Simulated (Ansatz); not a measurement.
# ClFH₄O₄W: one species, many methods

An exercise on one series of results from a longer session: the logs are not shown, and one member is left open.

Computed with Ansatz 0.2.0, Gaussian basis. Level: functionals in def2-TZVPP, the program's frozen cores in correlated methods.

The runs, in order: LDA (SPW92), PBE-D4, revPBE-D4, BLYP-D4, r2SCAN-D4, B97M-V, PBE0-D4, B3LYP-D4, r2SCANh-D4, r2SCAN0-D4, HSE06-D4, BHLYP-D4, CAM-B3LYP-D4, LC-ωPBE, ωB97X-V, ωB97M-V, B2PLYP, PBE-QIDH; CCSD(T)/def2-SVP; CCSD(T)/def2-TZVPP; MP2/def2-QZVPP; extrapolation to the limit; RPA on PBE.

## Structure used throughout

An earlier PBE0-D4 in a triple-zeta def2 set relaxation fixed the geometry. W takes the def2 core potential; no spin-orbit term is included.

SMILES `[OH][W]([OH])([OH])([OH])([F])[Cl]`, 11 atoms, charge 0, spin multiplicity 1.

Atoms are counted from 1 here; the program's logs count them from 0.

Bond lengths: O1–W2 1.883 Å, O1–H8 0.963 Å, W2–O3 1.855 Å, W2–O4 1.867 Å, W2–O5 1.873 Å, W2–F6 1.891 Å, W2–Cl7 2.418 Å, O3–H9 0.962 Å, O4–H10 0.961 Å, O5–H11 0.961 Å. Angles: W2–O1–H8 117.3°, O1–W2–O3 100.0°, O1–W2–O4 88.3°, O1–W2–O5 98.9°, O1–W2–F6 82.3°, O1–W2–Cl7 171.2°, O3–W2–O4 91.0°, O3–W2–O5 161.1°, O3–W2–F6 92.4°, O3–W2–Cl7 80.7°, O4–W2–O5 90.2°, O4–W2–F6 170.4°, O4–W2–Cl7 100.4°, O5–W2–F6 89.5°, O5–W2–Cl7 80.5°, F6–W2–Cl7 89.0°, W2–O3–H9 125.7°, W2–O4–H10 125.5° and more.

Set-up of the first run:

in.yaml reads:

```yaml
crystal:
  periodic: [false, false, false]
  atoms:
    - {symbol: O, position_ang: [0.231024, -1.924769, 0.026535]}
    - {symbol: W, position_ang: [-0.015071, -0.059260, 0.108035]}
    - {symbol: O, position_ang: [0.854402, 0.311077, 1.704422]}
    - {symbol: O, position_ang: [1.579774, 0.138315, -0.842648]}
    - {symbol: O, position_ang: [-0.994303, 0.172218, -1.471578]}
    - {symbol: F, position_ang: [-1.604649, -0.564769, 0.997988]}
    - {symbol: Cl, position_ang: [-0.654547, 2.257804, 0.373141]}
    - {symbol: H, position_ang: [-0.455828, -2.477770, 0.414490]}
    - {symbol: H, position_ang: [0.850940, 1.157003, 2.161463]}
    - {symbol: H, position_ang: [1.684383, 0.013518, -1.789279]}
    - {symbol: H, position_ang: [-1.476117, 0.976622, -1.682579]}
basis:
  gaussian: {orbitals: def2-TZVPP}
hamiltonian: {xc: lda}
output: {orbitals: {seedname: orbitals}}
```

The run is started by

```sh
$ ansatz run in.yaml --threads 2 --pin off --events-out ev --progress --plain --max-ram 32768MiB --backend cuda --devices 0, --max-vram 18GiB
```

Steps of the session up to this table: LDA; PBE-D4 (GGA); revPBE-D4 (GGA); BLYP-D4 (GGA); r2SCAN-D4 (meta-GGA); B97M-V (meta-GGA); PBE0-D4 (hybrid); B3LYP-D4 (hybrid); r2SCANh-D4 (hybrid); r2SCAN0-D4 (hybrid); HSE06-D4 (hybrid); BHLYP-D4 (hybrid); CAM-B3LYP-D4 (range-separated); LC-ωPBE (range-separated); ωB97X-V (range-separated); ωB97M-V (range-separated); B2PLYP (double hybrid); PBE-QIDH (double hybrid).

One of the session's tables, all rows but one given; the rest of the session is left out.

It belongs to the step «Frontier levels by functional». 

```
  functional  HOMO (eV)  LUMO (eV)  gap (eV)
 LDA (SPW92)      -7.23      -3.95      3.28
      PBE-D4      -7.03      -3.73      3.30
   revPBE-D4      -6.95      -3.64      3.31
     BLYP-D4          ?          ?         ?
   r2SCAN-D4      -7.40      -3.75      3.65
      B97M-V      -7.49      -3.73      3.76
     PBE0-D4      -8.51      -3.11      5.40
    B3LYP-D4      -8.24      -3.33      4.91
  r2SCANh-D4      -7.94      -3.50      4.44
  r2SCAN0-D4      -8.76      -3.11      5.65
    HSE06-D4      -8.10      -3.48      4.62
    BHLYP-D4      -9.87      -2.33      7.55
CAM-B3LYP-D4      -9.92      -2.09      7.83
     LC-ωPBE     -11.32      -0.92     10.39
     ωB97X-V     -10.94      -1.00      9.94
     ωB97M-V     -10.80      -1.03      9.78
```

**Question.** Estimate the row for BLYP-D4.

Worked estimate for «HOMO (eV)». Against the share of exact exchange, B3LYP-D4 (0.2, -8.24), BHLYP-D4 (0.5, -9.87) give a slope of -5.43 per unit share; at 0 the line stands at -7.15.

**Answer.** HOMO (eV): -6.89; LUMO (eV): -3.65; gap (eV): 3.24. In «HOMO (eV)» the line misses by -0.26.
